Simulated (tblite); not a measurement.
# C4H10Si2: the cost of one run

Programs: tblite 0.8.0 and PySCF 2.14.0, with density-fitted response routines of our own. Each step states its level of theory. These are calculated values for one molecule in the gas phase, unless marked as measured. Atoms count from 0, in the outputs and in this text.

**1. The molecule as given**

16 atoms, charge 0, multiplicity 1; geometry from: force field or distance geometry start.

Bonds of the start (Å): C0–C1 1.20, C1–Si2 1.84, Si2–Si3 2.23, Si2–C4 1.83, C4–C5 1.51, C0–H6 1.07, Si2–H7 1.46, Si3–H8 1.47, Si3–H9 1.46, Si3–H10 1.47, C4–H11 1.11, C4–H12 1.11, C5–H13 1.10, C5–H14 1.09, C5–H15 1.13.

**2. Geometry optimisation with GFN2-xTB**

What the job is given:

```
{"job": {"kind": "relax", "xc": "GFN2-xTB", "basis": "xTB"}, "charge": 0, "multiplicity": 1}
C     -2.043300     2.653300    -0.199800
C     -1.408400     1.653000     0.003800
Si    -0.440500     0.133600     0.354200
Si    -1.583400    -1.641800    -0.354400
C      1.227800     0.308100    -0.385800
C      2.288500    -0.392300     0.433600
H     -2.615700     3.536300    -0.389000
H     -0.303100     0.041700     1.806200
H     -2.857800    -1.653500     0.380300
H     -0.887000    -2.871900     0.010800
H     -1.876100    -1.533400    -1.793400
H      1.495900     1.382100    -0.355200
H      1.290100     0.019600    -1.450800
H      2.068000    -0.363600     1.510000
H      2.373500    -1.425200     0.091600
H      3.264100     0.162800     0.326600
```

Command:

```bash
> OMP_NUM_THREADS=1 python probes_run.py task.json out
```

The driver reads the jobs from task.json and runs them one after another.

**Question.** How long does this first job take on 1 thread of Arm Neoverse N1, shared host?

About 1.4 s.
